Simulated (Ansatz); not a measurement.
# AlCl2F (SMILES [F][Al]([Cl])[Cl]): levels of theory compared

Aim: a comparison of 6 runs (B3LYP/STO-3G, CAM-B3LYP/STO-3G, HSE06/STO-3G, r2SCAN0/STO-3G, wB97M-V/STO-3G, UMP2/STO-3G) of AlCl2F. 

The calculation is run with Ansatz 0.2.0.

61 further runs of the same task are left out: 5 that didn't finish, 56 set aside as unsound or not needed.

**1. The molecule**

The species is AlCl2F (4 atoms), meant as a singlet with charge 0. SMILES: `[F][Al]([Cl])[Cl]`. The Al2–F1 distance was set to 2.449 Å, away from the relaxed value.

Bond lengths: Al2–Cl3 2.065 Å, Al2–Cl4 2.065 Å. Angles: Cl3–Al2–Cl4 121.5°.

**2. A single-point energy at B3LYP/STO-3G (run 1)**

Contents of input.yaml:

```yaml
crystal:
  periodic: [false, false, false]
  atoms:
    - {symbol: F, position_ang: [0.128729, 0.571562, 2.476711]}
    - {symbol: Al, position_ang: [0.004800, 0.021530, 0.093600]}
    - {symbol: Cl, position_ang: [1.223040, -1.463690, -0.663450]}
    - {symbol: Cl, position_ang: [-1.315270, 1.053930, -1.112510]}
basis:
  gaussian:
    orbitals: STO-3G
hamiltonian:
  xc: {name: B3LYP}
accuracy: high
```

The run is started by

```bash
ansatz run input.yaml --threads 1 --pin off --max-ram 3480MiB --events-out events.jsonl --progress --plain --runs-dir runs
```

What it wrote:

```text
Warning: RAYON_NUM_THREADS=1 ignored (pool sized by the plan → 1); use --threads N
Functional definition: B3LYP
  name "B3LYP"
  parameter a0 = 0.2
  parameter ax = 0.72
  parameter ac = 0.81
  exchange = (1 - a0 - ax)*slater_x + ax*b88_x + a0*exact_x
  correlation = (1 - ac)*vwn_rpa_c + ac*lyp_c
580 factors; integrals over basis functions are off by at most 2.6e-8 eV
mean field evaluation 1: about -33959.0634 eV, gradient 3.7e1 eV
mean field evaluation 2: about -33660.1817 eV, gradient 1.4e2 eV
mean field evaluation 4: about -33968.0626 eV, gradient 3.5e0 eV
mean field evaluation 8: about -33968.1321 eV, gradient 1.7e-1 eV
mean field evaluation 16: about -33968.1110 eV, gradient 1.7e-6 eV
mean field -33968.11095262 eV, -1248.3050530962 hartree, gradient 1.1e-8 eV, S^2 0.000000; 0 other end points of the search recorded, 0 dependent functions left out
reference -33968.11098051 eV, -1248.3050541213 hartree; 28, 28 occupied and 4, 4 virtual orbitals, 580 factors
Total energy: -33968.11098051 eV, -1248.3050541213 hartree
```

Run time: 1.9 s. Hardware: 1 thread of Arm Neoverse V1, shared host; peak memory 0.12 GiB.

**3. The energy at CAM-B3LYP/STO-3G (run 2)**

Contents of run.yaml:

```yaml
basis:
  gaussian:
    orbitals: STO-3G
crystal:
  periodic: [false, false, false]
  atoms:
    - symbol: F
      position_ang: [0.128729, 0.571562, 2.476711]
    - symbol: Al
      position_ang: [0.004800, 0.021530, 0.093600]
    - symbol: Cl
      position_ang: [1.223040, -1.463690, -0.663450]
    - symbol: Cl
      position_ang: [-1.315270, 1.053930, -1.112510]
hamiltonian:
  xc: {name: CAM-B3LYP}
accuracy: high
```

The run is started by

```bash
ansatz run run.yaml --threads 1 --pin off --max-ram 3480MiB --events-out events.jsonl --progress --plain --runs-dir runs
```

What it wrote:

```text
Warning: RAYON_NUM_THREADS=1 ignored (pool sized by the plan → 1); use --threads N
Functional definition: CAM-B3LYP
  name "CAM-B3LYP"
  parameter alpha = 0.19
  parameter beta = 0.46
  parameter omega = 0.33/bohr
[... 1 set-up line as earlier in the session ...]
  exchange = (1 - alpha - beta)*b88_x + beta*b88_x_sr(omega) + alpha*exact_x + beta*exact_x_lr(omega)
  correlation = (1 - ac)*vwn5_c + ac*lyp_c
580 factors; integrals over basis functions are off by at most 2.6e-8 eV
206 factors; integrals over basis functions are off by at most 7.7e-10 eV
mean field evaluation 1: about -33957.3552 eV, gradient 3.5e1 eV
mean field evaluation 2: about -33694.1928 eV, gradient 1.9e2 eV
mean field evaluation 4: about -33965.6047 eV, gradient 9.6e0 eV
mean field evaluation 8: about -33966.0450 eV, gradient 1.1e-1 eV
mean field evaluation 16: about -33966.0451 eV, gradient 4.8e-6 eV
mean field -33966.04506379 eV, -1248.2291330819 hartree, gradient 1.1e-8 eV, S^2 0.000000; 0 other end points of the search recorded, 0 dependent functions left out
reference -33966.04507735 eV, -1248.2291335804 hartree; 28, 28 occupied and 4, 4 virtual orbitals, 580 factors
Total energy: -33966.04507735 eV, -1248.2291335804 hartree
```

Run time: 2.2 s. Hardware: 1 thread of Arm Neoverse V1, shared host; peak memory 0.12 GiB.

Run 3 isn't shown in full; the table further down has it.

**4. A single-point energy at r2SCAN0/STO-3G (run 4)**

Contents of molecule.yaml:

```yaml
crystal:
  periodic: [false, false, false]
  atoms:
    - {symbol: F, position_ang: [0.128729, 0.571562, 2.476711]}
    - {symbol: Al, position_ang: [0.004800, 0.021530, 0.093600]}
    - {symbol: Cl, position_ang: [1.223040, -1.463690, -0.663450]}
    - {symbol: Cl, position_ang: [-1.315270, 1.053930, -1.112510]}
basis:
  gaussian: {orbitals: STO-3G}
hamiltonian: {xc: {name: r2SCAN0}}
accuracy: high
```

The run is started by

```bash
ansatz run molecule.yaml --threads 1 --pin off --max-ram 3480MiB --events-out events.jsonl --progress --plain --runs-dir runs
```

What it wrote:

```text
Warning: RAYON_NUM_THREADS=1 ignored (pool sized by the plan → 1); use --threads N
Functional definition: r2SCAN0
  name "r2SCAN0"
  parameter a = 0.25
  parameter k0 = 0.174
  parameter k1 = 0.065
  parameter a1 = 4.9479
  exchange = (1 - a)*r2scan_x(k0 = k0, k1 = k1, a1 = a1) + a*exact_x
  correlation = r2scan_c
580 factors; integrals over basis functions are off by at most 2.6e-8 eV
mean field evaluation 1: about -33959.1025 eV, gradient 3.4e1 eV
mean field evaluation 2: about -33678.2324 eV, gradient 1.8e2 eV
mean field evaluation 4: about -33965.9856 eV, gradient 1.6e1 eV
mean field evaluation 8: about -33967.4063 eV, gradient 3.3e-2 eV
mean field evaluation 16: about -33967.3901 eV, gradient 3.6e-6 eV
mean field -33967.39008286 eV, -1248.2785616210 hartree, gradient 8.5e-8 eV, S^2 0.000000; 0 other end points of the search recorded, 0 dependent functions left out
reference -33967.39008308 eV, -1248.2785616293 hartree; 28, 28 occupied and 4, 4 virtual orbitals, 580 factors
Total energy: -33967.39008308 eV, -1248.2785616293 hartree
```

Wall time 4.5 s (1 thread of Arm Neoverse V1, shared host); peak memory 0.17 GiB.

Run 5 isn't shown in full; the table further down has it.

**5. The energy at UMP2/STO-3G (run 6)**

Contents of run.yaml:

```yaml
crystal:
  periodic: [false, false, false]
  atoms:
    - {symbol: F, position_ang: [0.128729, 0.571562, 2.476711]}
    - {symbol: Al, position_ang: [0.004800, 0.021530, 0.093600]}
    - {symbol: Cl, position_ang: [1.223040, -1.463690, -0.663450]}
    - {symbol: Cl, position_ang: [-1.315270, 1.053930, -1.112510]}
basis:
  gaussian:
    orbitals: STO-3G
magnetization:
  spin_polarized: true
  initial_magnetization: 0
correlation:
  method: mp2
  frozen_orbitals: {Al: 5, Cl: 5, F: 1}
accuracy: high
```

The run is started by

```bash
ansatz run run.yaml --threads 1 --pin off --max-ram 3480MiB --events-out events.jsonl --progress --plain --runs-dir runs
```

What it wrote, cut to the lines that bear on the results:

```text
Warning: RAYON_NUM_THREADS=1 ignored (pool sized by the plan → 1); use --threads N
Functional definition: HF
  name "HF"
[...]
580 factors; integrals over basis functions are off by at most 2.6e-8 eV
[...]
mean field -33913.81803788 eV, -1246.3098252807 hartree, gradient 1.9e-8 eV, S^2 0.841462; 8 other end points of the search recorded, 0 dependent functions left out
16 core orbitals not correlated: weight in the atoms' cores, before any rotation towards them, 0.999 or more for the frozen orbitals, at most 0.000 for the correlated occupied ones
reference -33913.81803788 eV, -1246.3098252807 hartree; 12, 12 occupied and 4, 4 virtual orbitals, 580 factors
second order -0.60827368 eV of doubles, -0.00000000 eV of singles
Total energy: -33914.42631156 eV, -1246.3321789262 hartree
```

Wall time 1.1 s (1 thread of Arm Neoverse V1, shared host); peak memory 0.1 GiB.

**6. All runs side by side**

```
run             level  frozen core orbitals   energy (Eh)  wall time
  1      B3LYP/STO-3G                     –  -1248.305054      1.9 s
  2  CAM-B3LYP/STO-3G                     –  -1248.229134      2.2 s
  3      HSE06/STO-3G                     –  -1247.840449      2.1 s
  4    r2SCAN0/STO-3G                     –  -1248.278562      4.5 s
  5    wB97M-V/STO-3G                     –  -1248.442568       31 s
  6       UMP2/STO-3G                    16  -1246.332179      1.1 s
```

**7. Results**

```
                                           quantity           value
                                run 6: total energy  -1246.33218 Eh
run 6: correlation energy (16 core orbitals frozen)       -22.4 mEh
           run 6: ⟨S²⟩ of the reference determinant           0.841
```

In words: Totals of different functionals can't be ranked against each other. In runs 1, 2, 3, 4, 5, 6 the basis is minimal, so the values are rough. Spin contamination of the reference: run 6 ⟨S²⟩ = 0.84. Where it is this large, the reference is a mixture of spin states, and values that rest on it are in doubt. All runs together took 43 s, the longest 31 s.
